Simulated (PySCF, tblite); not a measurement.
# C₅H₁₂N₂OSi: geometry, infrared bands, NMR shifts, electronic excitations and core binding energies, part 2 of 3

tblite 0.8.0 and PySCF 2.14.0. Atoms count from 0.

### 5 Nuclear shieldings: PBE0/pcSseg-1

The job: settings as JSON, then the geometry in Å.

```
{"job": {"kind": "nmr", "xc": "PBE0", "basis": "pcSseg-1"}, "charge": 0, "multiplicity": 1}
C      3.267700    -0.207245    -0.473528
C      2.028039    -0.842913     0.116540
O      2.068882    -1.688947     0.989237
N      0.853320    -0.420252    -0.424949
C     -0.424815    -0.886402     0.069618
C     -1.491901    -0.564769    -0.975848
N     -1.670007     0.878169    -0.914014
Si    -1.482594     1.492311     0.713803
C     -0.823963    -0.154041     1.367812
H      3.427388    -0.568540    -1.501305
H      3.181954     0.889445    -0.511273
H      4.131962    -0.487288     0.139434
H      0.838326     0.367075    -1.062699
H     -0.338683    -1.969028     0.246636
H     -1.149445    -0.887545    -1.974151
H     -2.412297    -1.138570    -0.745370
H     -2.249345     1.289399    -1.634317
H     -2.753107     1.932805     1.377047
H     -0.535498     2.650340     0.778411
H      0.022871    -0.110290     2.066308
H     -1.639713    -0.697319     1.873743
```

Method: GIAO PBE0/pcSseg-1 NMR shielding, non-relativistic, gas phase.

Log:

```text
coarse grid: 17704 points
cycle   1  E = -671.1744426448  dE =  1.244e+00  |g| = 9.048e-01  |ddm| = 4.084e+00
cycle   2  E = -670.7060702756  dE =  4.684e-01  |g| = 1.781e+00  |ddm| = 2.548e+00
cycle   3  E = -671.3301450962  dE = -6.241e-01  |g| = 2.449e-01  |ddm| = 1.965e+00
cycle   4  E = -671.3417135416  dE = -1.157e-02  |g| = 8.932e-02  |ddm| = 2.564e-01
cycle   5  E = -671.3432511161  dE = -1.538e-03  |g| = 2.562e-02  |ddm| = 8.838e-02
cycle   6  E = -671.3433961164  dE = -1.450e-04  |g| = 5.688e-03  |ddm| = 2.578e-02
cycle   7  E = -671.3434029242  dE = -6.808e-06  |g| = 1.285e-03  |ddm| = 5.375e-03
final grid: 165624 points
cycle   8  E = -671.4026175282  dE = -2.595e-05  |g| = 1.405e-02  |ddm| = 3.337e-02
cycle   9  E = -671.4025203720  dE =  9.716e-05  |g| = 2.635e-02  |ddm| = 3.076e-02
cycle  10  E = -671.4026569857  dE = -1.366e-04  |g| = 2.748e-03  |ddm| = 2.152e-02
cycle  11  E = -671.4026585844  dE = -1.599e-06  |g| = 3.473e-04  |ddm| = 2.421e-03
cycle  12  E = -671.4026586076  dE = -2.314e-08  |g| = 1.452e-04  |ddm| = 4.915e-04
cycle  13  E = -671.4026586120  dE = -4.374e-09  |g| = 3.680e-05  |ddm| = 1.460e-04
cycle  14  E = -671.4026586122  dE = -2.681e-10  |g| = 1.253e-05  |ddm| = 4.127e-05
converged SCF energy = -671.4026586122

GIAO shielding tensors (ppm)
atom      isotropic    diamagn.    paramagn.     s11        s22        s33       span
  0 C      160.852     249.466     -88.613    134.083    155.011    193.464     59.381
  1 C       15.075     246.249    -231.174    -74.355     25.164     94.416    168.770
  2 O     -108.191     403.336    -511.527   -446.012   -207.897    329.335    775.346
  3 N      119.876     331.927    -212.051     13.214    144.746    201.668    188.455
  4 C      134.043     246.791    -112.748    118.155    140.807    143.166     25.012
  5 C      131.567     246.344    -114.777    116.453    133.071    145.175     28.722
  6 N      246.589     323.622     -77.033    195.120    242.746    301.903    106.783
  7 Si     375.387     879.364    -503.977    340.310    353.665    432.187     91.876
  8 C      167.561     252.942     -85.381    147.515    161.562    193.605     46.089
  9 H       29.177      27.379       1.798     25.438     28.064     34.029      8.591
 10 H       29.600      29.692      -0.092     25.439     29.811     33.550      8.111
 11 H       29.559      26.437       3.122     25.610     27.782     35.285      9.675
 12 H       26.168      37.580     -11.412     19.700     26.637     32.166     12.466
 13 H       27.035      33.004      -5.969     23.128     25.636     32.340      9.212
 14 H       28.373      31.080      -2.707     24.402     26.376     34.339      9.936
 15 H       28.210      30.391      -2.181     23.003     26.217     35.411     12.408
 16 H       31.375      31.418      -0.043     21.990     27.938     44.199     22.209
 17 H       26.492      28.173      -1.681     23.030     23.758     32.689      9.659
 18 H       26.528      29.319      -2.790     23.116     24.302     32.167      9.051
 19 H       29.685      32.370      -2.686     24.657     29.124     35.273     10.616
 20 H       30.322      31.293      -0.971     25.441     26.926     38.599     13.158
```

It took 2.2 min on 1 thread of AMD EPYC, shared host; peak memory 1 GiB.

Shifts follow as δ = σ(reference) − σ, with reference shieldings (ppm) from runs at the same level and on the same kind of geometry: 1H TMS 31.27, 13C TMS 184.4, 29Si TMS 352.0, 15N NH3 265.7, 17O H2O 334.6. The references are single molecules in the gas phase, so shifts against H2O, NH3, PH3, H3PO4 or CFCl3 are not on the usual liquid scales and can be off by tens of ppm. Atoms listed in one row are averaged.

| atoms | environment | σ (ppm) | δ (ppm) | δ scaled to CDCl3 |
| --- | --- | --- | --- | --- |
| C1 | amide carbonyl carbon | 15.1 | 169.3 | 163.9 |
| C5 | sp3 CH2 bonded to N | 131.6 | 52.8 | 50.8 |
| C4 | sp3 CH bonded to N | 134.0 | 50.4 | 48.4 |
| C0 | methyl carbon α to a carbonyl | 160.9 | 23.6 | 22.4 |
| C8 | sp3 CH2 bonded to Si | 167.6 | 16.8 | 15.9 |
| H12 | hydrogen on an amide-type nitrogen | 26.17 | 5.10 | – |
| H17 | hydrogen on a silicon bonded to C, N, in a 5-membered ring | 26.49 | 4.77 | – |
| H18 | hydrogen on a silicon bonded to C, N, in a 5-membered ring | 26.53 | 4.74 | – |
| H13 | hydrogen on an sp3 CH bonded to N | 27.03 | 4.23 | 4.23 |
| H15 | hydrogen on an sp3 CH2 bonded to N | 28.21 | 3.06 | 3.11 |
| H14 | hydrogen on an sp3 CH2 bonded to N | 28.37 | 2.89 | 2.96 |
| H9, H10, H11 | hydrogen on a methyl carbon α to a carbonyl | 29.45 | 1.82 | 1.94 |
| H19 | hydrogen on an sp3 CH2 bonded to Si | 29.68 | 1.58 | 1.72 |
| H20 | hydrogen on an sp3 CH2 bonded to Si | 30.32 | 0.94 | 1.11 |
| H16 | hydrogen on a nitrogen bonded to C, Si, in a 5-membered ring | 31.38 | -0.11 | – |
| O2 | amide-type carbonyl oxygen | -108.2 | 442.8 | – |
| N3 | amide-type nitrogen | 119.9 | 145.8 | – |
| N6 | nitrogen bonded to C, Si, H, in a 5-membered ring | 246.6 | 19.1 | – |
| Si7 | silicon bonded to C, N, 2 H, in a 5-membered ring | 375.4 | -23.4 | – |

The scaled column applies a straight-line fit of computed shieldings to shifts measured in CDCl3 (root-mean-square error 0.21 ppm for H, 2.0 ppm for C).

The run also stored atomic charges by several schemes (e):

| atoms | Mulliken | IAO | Hirshfeld | ESP fit |
| --- | --- | --- | --- | --- |
| C0 | -0.27 | -0.47 | -0.12 | -0.62 |
| C1 | 0.37 | 0.43 | 0.18 | 0.82 |
| O2 | -0.44 | -0.51 | -0.29 | -0.59 |
| N3 | -0.47 | -0.35 | -0.11 | -0.63 |
| C4 | -0.12 | 0.00 | 0.02 | 0.14 |
| C5 | 0.04 | -0.15 | -0.03 | -0.06 |
| N6 | -0.68 | -0.69 | -0.25 | -0.66 |
| Si7 | 0.74 | 0.85 | 0.36 | 0.59 |
| C8 | -0.46 | -0.55 | -0.17 | -0.43 |

Mayer bond orders: C0–C1 1.00, C1–O2 1.90, C1–N3 1.14, N3–C4 0.89, C4–C5 1.01, C5–N6 0.96, N6–Si7 0.95, Si7–C8 0.92, C8–C4 0.99.

Ring of atoms C4, C5, N6, Si7, C8: NICS(0) -6.2, NICS(1) -3.5, NICS(1)zz -5.2 ppm (means of both faces).

Orbitals, density, ELF and potential are computed afterwards from the orbital file.

Frontier orbitals at PBE0/pcSseg-1, with the share of their density that lies nearest to each atom:

| orbital | energy (eV) | lies on |
| --- | --- | --- |
| HOMO | -6.83 | N6 47 %; N3 11 %; H15 8 % |
| LUMO | 0.65 | Si7 19 %; H17, H18 about 18 % each; H16 14 % |

ELF in a plane through or near 5 of the atoms.

Values, 10 rows by 14 columns:
```
0.00 0.00 0.00 0.00 0.00 0.00 0.00 0.00 0.00 0.00 0.00 0.00 0.00 0.00
0.00 0.00 0.00 0.00 0.00 0.00 0.00 0.00 0.00 0.00 0.00 0.00 0.00 0.00
0.00 0.00 0.00 0.00 0.00 0.00 0.00 0.01 0.07 0.09 0.81 0.76 0.00 0.00
0.00 0.00 0.15 0.20 0.04 0.01 0.00 0.05 0.41 0.20 1.00 1.00 0.08 0.00
0.00 0.03 0.98 0.97 0.52 0.24 0.56 0.04 0.41 0.17 0.73 0.86 0.01 0.00
0.00 0.01 0.21 0.68 0.70 0.43 0.37 0.23 0.16 0.70 0.31 0.00 0.00 0.00
0.00 0.00 0.13 0.97 0.26 0.39 0.77 0.08 0.29 0.47 0.06 0.00 0.00 0.00
0.00 0.00 0.00 0.08 0.00 0.04 0.04 0.89 0.99 0.20 0.02 0.00 0.00 0.00
0.00 0.00 0.00 0.00 0.00 0.00 0.00 0.66 0.87 0.02 0.00 0.00 0.00 0.00
0.00 0.00 0.00 0.00 0.00 0.00 0.00 0.00 0.00 0.00 0.00 0.00 0.00 0.00
```
The map spans 13.1 Å across and 9.8 Å up, centred on the molecule. Atoms in the plane (x, y in Å): C0 (-3.1, 0.1), N3 (-0.8, -0.4), H11 (-4.0, 0.6), H14 (0.9, -2.3), H17 (3.3, 1.7).

log10 of the density (e/Å³) in the same plane.

Ten even steps from ' ' (-4.0) to '@' (1.2):
```
                                                        
                                                        
                              ................          
                          ..::::------------::..        
            ....        ..::----============--::..      
      ..::::----::::::..::--==++++++********++--::..    
    ..::--========----------==++******######++--::..    
    ::--++******++++========++**##%%%%####**++--::..    
    ::==++########****++++++++****##%%****++==--::..    
    ::==++##%%@@%%##########************++==--::..      
    ::--==**##%%######%%%%##******####**++--::..        
    ..--==++####******##%%##**########**++--::          
    ..::--++****++++++**##****##%%%%##**==--..          
      ..::--======--==++++++**##%%##**++==::..          
        ..::::--::::----====**%%##**++==--::            
                    ....::==++****++==--::..            
                        ..--========--::..              
                          ..::::::::..                  
                              ....                      
                                                        
```
The map spans 13.1 Å across and 9.8 Å up, centred on the molecule. Atoms in the plane (x, y in Å): C0 (-3.1, 0.1), N3 (-0.8, -0.4), H11 (-4.0, 0.6), H14 (0.9, -2.3), H17 (3.3, 1.7).

On the surface of density 0.002 e/bohr³ the electrostatic potential runs, from the 1st to the 99th percentile, from -2.06 V near O2 to 1.62 V near H16.

### 6 Ultraviolet spectrum: PBE0/def2-SVPD

Settings changed since step 5:

```diff
@@ -1,2 +1,2 @@
-{"job": {"kind": "nmr", "xc": "PBE0", "basis": "pcSseg-1"}, "charge": 0, "multiplicity": 1}
+{"job": {"kind": "uv", "xc": "PBE0", "basis": "def2-SVPD", "ip": true}, "charge": 0, "multiplicity": 1}
 C      3.267700    -0.207245    -0.473528
```

Method: TDDFT PBE0/def2-SVPD, vertical, gas phase, core orbitals frozen in the response.

Log:

```text
coarse grid: 17704 points
cycle   1  E = -670.8662641773  dE =  1.165e+00  |g| = 8.697e-01  |ddm| = 6.800e+00
cycle   2  E = -670.3867820464  dE =  4.795e-01  |g| = 1.763e+00  |ddm| = 3.746e+00
cycle   3  E = -671.0185211896  dE = -6.317e-01  |g| = 2.269e-01  |ddm| = 2.884e+00
cycle   4  E = -671.0284892129  dE = -9.968e-03  |g| = 9.031e-02  |ddm| = 4.081e-01
cycle   5  E = -671.0301525697  dE = -1.663e-03  |g| = 2.565e-02  |ddm| = 1.430e-01
cycle   6  E = -671.0303068139  dE = -1.542e-04  |g| = 5.003e-03  |ddm| = 4.384e-02
cycle   7  E = -671.0303123356  dE = -5.522e-06  |g| = 1.196e-03  |ddm| = 1.144e-02
final grid: 165624 points
cycle   8  E = -671.1185764774  dE = -3.664e-05  |g| = 1.307e-02  |ddm| = 2.004e-01
cycle   9  E = -671.1184891399  dE =  8.734e-05  |g| = 2.445e-02  |ddm| = 4.359e-02
cycle  10  E = -671.1186122454  dE = -1.231e-04  |g| = 2.598e-03  |ddm| = 2.837e-02
cycle  11  E = -671.1186137433  dE = -1.498e-06  |g| = 3.533e-04  |ddm| = 3.819e-03
cycle  12  E = -671.1186137692  dE = -2.592e-08  |g| = 1.504e-04  |ddm| = 9.548e-04
cycle  13  E = -671.1186137742  dE = -4.931e-09  |g| = 4.027e-05  |ddm| = 3.498e-04
cycle  14  E = -671.1186137745  dE = -3.577e-10  |g| = 1.252e-05  |ddm| = 1.007e-04
converged SCF energy = -671.1186137745

Static polarisability (au): isotropic 102.880, principal 93.805 97.129 117.706

Singlet excitations
state   eV       nm        f      main configurations
  1   5.6955    217.7   0.00162   H-1->L+2 0.74, H-1->L+1 0.12
  2   5.8290    212.7   0.00380   H->L 0.88
  3   6.1973    200.1   0.00472   H->L+1 0.84
  4   6.5314    189.8   0.00870   H-1->L 0.64, H-2->L 0.14, H-1->L+1 0.10
  5   6.6602    186.2   0.04488   H->L+2 0.63, H-2->L 0.20
  6   6.7160    184.6   0.05136   H-2->L 0.35, H->L+2 0.26, H->L+3 0.14
  7   6.8423    181.2   0.00598   H->L+3 0.61, H-2->L 0.15, H-1->L+1 0.08
  8   6.8954    179.8   0.02115   H-1->L+1 0.45, H-2->L+1 0.22, H->L+3 0.11
  9   7.0345    176.3   0.05917   H-2->L+1 0.60, H-1->L+1 0.12, H-1->L+2 0.10
 10   7.0575    175.7   0.00503   H->L+4 0.65, H->L+5 0.25

Triplet excitations (Tamm-Dancoff, eV): 5.1659 5.3821 5.5742 6.0258
Vertical ionisation energy (delta-SCF) = 8.6356 eV
```

Run time: 18 min. Hardware: 1 thread of AMD EPYC, shared host; peak memory 1.2 GiB.

The orbitals next to the gap, with their largest atomic shares:

| orbital | eV | atoms |
| --- | --- | --- |
| HOMO−3 | -8.74 | C8 32 %, Si7 22 %, C4 10 % |
| HOMO−2 | -7.52 | N3 30 %, O2 25 %, N6 7 % |
| HOMO−1 | -7.25 | O2 62 %, N3 9 %, C1 9 % |
| HOMO | -6.90 | N6 46 %, N3 10 %, C5 10 % |
| LUMO | 0.23 | Si7 26 %, H16 10 %, C5 8 % |
| LUMO+1 | 0.45 | Si7 27 %, H18 10 %, H17 9 % |
| LUMO+2 | 0.66 | C1 30 %, O2 23 %, N3 11 % |

With each of the 10 states as a Gaussian band of 0.4 eV half-width at 1/e, the curve within the window shown has maxima at 182 nm (ε 6,700) L/(mol cm). Beyond the last state computed it falls off for lack of states. The curve at chosen wavelengths:

nm, ε (L/mol/cm) and a bar:
```
      169       1887 ########
      172       3244 ###############
      175       4718 #####################
      178       5953 ###########################
      181       6642 ##############################
      184       6640 ##############################
      187       6000 ###########################
      190       4934 ######################
      193       3725 #################
      196       2616 ############
      199       1744 ########
      202       1139 #####
      205        760 ###
      207        599 ###
      210        446 ##
      213        356 ##
      216        294 #
      219        243 #
      222        196 #
      225        152 #
      228        114 
      231         81 
      234         56 
      237         37 
      240         23 
      243         14
```

Leading natural transition orbitals of singlet state 9: the hole lies on O2 50 %; N3 19 %; the particle on H17, H18 about 18 % each; Si7 13 %; H16 11 %.

Leading natural transition orbitals of singlet state 1: the hole lies on O2 75 %; C0 7 %; the particle on C1 45 %; O2 25 %; N3 10 %.

Further results of this job:

| property | computed |
| --- | --- |
| dipole moment (D) | 3.77 |
| polarisability (Å³) | 15.25 |
| HOMO–LUMO gap (eV) | 7.13 |
| −ε(HOMO) (eV) | 6.90 |

### 7 Shielding tensors: PBE/pcSseg-1

Settings changed since step 6:

```diff
@@ -1,2 +1,2 @@
-{"job": {"kind": "uv", "xc": "PBE0", "basis": "def2-SVPD", "ip": true}, "charge": 0, "multiplicity": 1}
+{"job": {"kind": "nmr", "xc": "PBE", "basis": "pcSseg-1", "pop": false}, "charge": 0, "multiplicity": 1}
 C      3.267700    -0.207245    -0.473528
```

With the program's defaults for keys left out, this is: GIAO PBE/pcSseg-1 NMR shielding, non-relativistic, gas phase.

Log:

```text
coarse grid: 17704 points
cycle   1  E = -671.0256121124  dE =  1.041e+00  |g| = 1.067e+00  |ddm| = 4.155e+00
cycle   2  E = -669.1278650968  dE =  1.898e+00  |g| = 2.921e+00  |ddm| = 5.700e+00
cycle   3  E = -671.1582532542  dE = -2.030e+00  |g| = 6.730e-01  |ddm| = 5.413e+00
cycle   4  E = -671.2523133123  dE = -9.406e-02  |g| = 2.545e-01  |ddm| = 8.288e-01
cycle   5  E = -671.2636742982  dE = -1.136e-02  |g| = 1.028e-01  |ddm| = 2.929e-01
cycle   6  E = -671.2658427972  dE = -2.168e-03  |g| = 3.034e-02  |ddm| = 1.049e-01
cycle   7  E = -671.2660636053  dE = -2.208e-04  |g| = 7.542e-03  |ddm| = 3.135e-02
cycle   8  E = -671.2660736955  dE = -1.009e-05  |g| = 3.306e-03  |ddm| = 8.293e-03
cycle   9  E = -671.2660759398  dE = -2.244e-06  |g| = 5.988e-04  |ddm| = 2.758e-03
final grid: 165624 points
cycle  10  E = -671.3464801689  dE = -4.980e-06  |g| = 2.204e-02  |ddm| = 4.762e-02
cycle  11  E = -671.3458893698  dE =  5.908e-04  |g| = 5.790e-02  |ddm| = 6.319e-02
cycle  12  E = -671.3465667209  dE = -6.774e-04  |g| = 8.733e-03  |ddm| = 5.177e-02
cycle  13  E = -671.3465831134  dE = -1.639e-05  |g| = 1.225e-03  |ddm| = 8.079e-03
cycle  14  E = -671.3465834315  dE = -3.182e-07  |g| = 4.504e-04  |ddm| = 1.719e-03
cycle  15  E = -671.3465834751  dE = -4.352e-08  |g| = 8.207e-05  |ddm| = 4.479e-04
cycle  16  E = -671.3465834764  dE = -1.296e-09  |g| = 3.132e-05  |ddm| = 9.812e-05
cycle  17  E = -671.3465834766  dE = -2.115e-10  |g| = 7.462e-06  |ddm| = 3.574e-05
converged SCF energy = -671.3465834766

GIAO shielding tensors (ppm)
atom      isotropic    diamagn.    paramagn.     s11        s22        s33       span
  0 C      156.933     250.023     -93.090    128.522    151.857    190.418     61.896
  1 C       15.835     246.561    -230.726    -70.015     29.995     87.526    157.541
  2 O     -107.519     403.836    -511.355   -443.253   -196.899    317.595    760.848
  3 N      111.786     330.695    -218.909      7.616    136.948    190.794    183.178
  4 C      127.210     247.642    -120.431    110.133    133.945    137.553     27.420
  5 C      124.608     247.453    -122.845    108.636    125.560    139.629     30.993
  6 N      238.325     322.139     -83.814    186.225    233.779    294.971    108.746
  7 Si     360.138     880.529    -520.390    322.102    336.800    421.513     99.411
  8 C      162.056     252.357     -90.301    142.028    155.096    189.045     47.017
  9 H       29.073      27.600       1.473     25.420     28.129     33.670      8.250
 10 H       29.481      30.096      -0.615     25.397     29.764     33.283      7.886
 11 H       29.635      26.549       3.085     26.012     27.928     34.964      8.953
 12 H       25.938      37.702     -11.764     19.626     26.038     32.149     12.523
 13 H       26.825      33.002      -6.176     23.094     25.574     31.808      8.713
 14 H       28.176      31.186      -3.010     24.386     26.280     33.863      9.477
 15 H       27.945      30.159      -2.214     22.803     26.079     34.954     12.150
 16 H       31.270      31.326      -0.056     22.078     28.294     43.439     21.361
 17 H       26.211      28.226      -2.015     22.727     23.598     32.308      9.581
 18 H       26.242      29.500      -3.258     22.797     24.116     31.813      9.016
 19 H       29.518      32.446      -2.929     24.717     29.132     34.704      9.987
 20 H       30.130      31.129      -0.999     25.372     26.961     38.056     12.684
```

Wall time 2.9 min (1 thread of AMD EPYC, shared host); peak memory 0.89 GiB.

This run: δ C1 164.2, C5 55.4, C4 52.8, C0 23.1, H12 5.26, H17 4.99 ppm.

(Continued in part 3 of 3.)
